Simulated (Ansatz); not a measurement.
What does this script print? It uses the Ansatz DFT code, driven from Python.

Contents of `POSCAR_liag3`:
```text
LiAg3
1.0
   4.04512754    0.00000000    0.00000000
   0.00000000    4.04512754    0.00000000
   0.00000000    0.00000000    4.04512754
Li Ag
1 3
Direct
   0.00000000    0.00000000    0.00000000
   0.00000000    0.50000000    0.50000000
   0.50000000    0.00000000    0.50000000
   0.50000000    0.50000000    0.00000000
```

Script `run_fold.py`:
```python
'''A supercell of LiAg3 must give the energy of the small cell.'''

from dataclasses import dataclass

import ansatz as az
from ase.io import read
from tabulate import tabulate


@dataclass(frozen=True)
class Settings:
    functional: str = 'r2scan'
    cutoff: int = 550
    filling: str = 'fermi_dirac'


cfg = Settings()

atoms = read('POSCAR_liag3', format='vasp')
structure = az.Crystal.from_ase(atoms)

# the mesh shrinks as the cell grows, so that all cells sample the same points
mesh = (4, 4, 4)
rows = []
for repeats in [(1, 1, 1), (1, 2, 1), (2, 2, 1)]:
    model = (
        structure.supercell(*repeats).calculation()
        .functional(cfg.functional)
        .basis(cfg.cutoff)
        .occupations(cfg.filling, width=50 * az.meV)
        .kpoints(*(k // n for k, n in zip(mesh, repeats)))  # sampling of the Brillouin zone
    )
    data = model.run(threads=1).report
    n = len(data['lattice']['sites'])
    rows.append((repeats, n, data['free_energy_ev'] / n, data['fermi_energy_ev'], data['n_kpoints'], data['n_symmetry_ops']))
print(tabulate(rows, headers=['repeats', 'atoms', 'F/atom eV', 'Fermi level eV', 'k-points', 'symmetry operations'], floatfmt='.4f', tablefmt='github'))
```

```console
$ python run_fold.py
| repeats   |   atoms |   F/atom eV |   Fermi level eV |   k-points |   symmetry operations |
|-----------|---------|-------------|------------------|------------|-----------------------|
| (1, 1, 1) |       4 |  -5754.3356 |          13.9332 |         10 |                    48 |
| (1, 2, 1) |       8 |  -5754.3356 |          13.9332 |         12 |                    32 |
| (2, 2, 1) |      16 |  -5754.3356 |          13.9331 |          9 |                    64 |
```

What to keep in mind:
- Total energies depend on the potentials; only differences at equal settings carry meaning.
- For a metal this k-point mesh is coarse: on a finer one energies can move by several to tens of meV an atom and pressures by half a GPa or more, differences at one mesh by less.
- This cell is a computed structure, which may not be the phase found in nature.
- The count of operations in a supercell holds its pure translations too, and an uneven repeat can lower the point group.
- It ran for 56 s on 1 thread of Intel(R) Xeon(R) Platinum 8259CL CPU @ 2.50GHz (Skylake/Cascade Lake), on a shared host, peak memory 1.3 GiB.
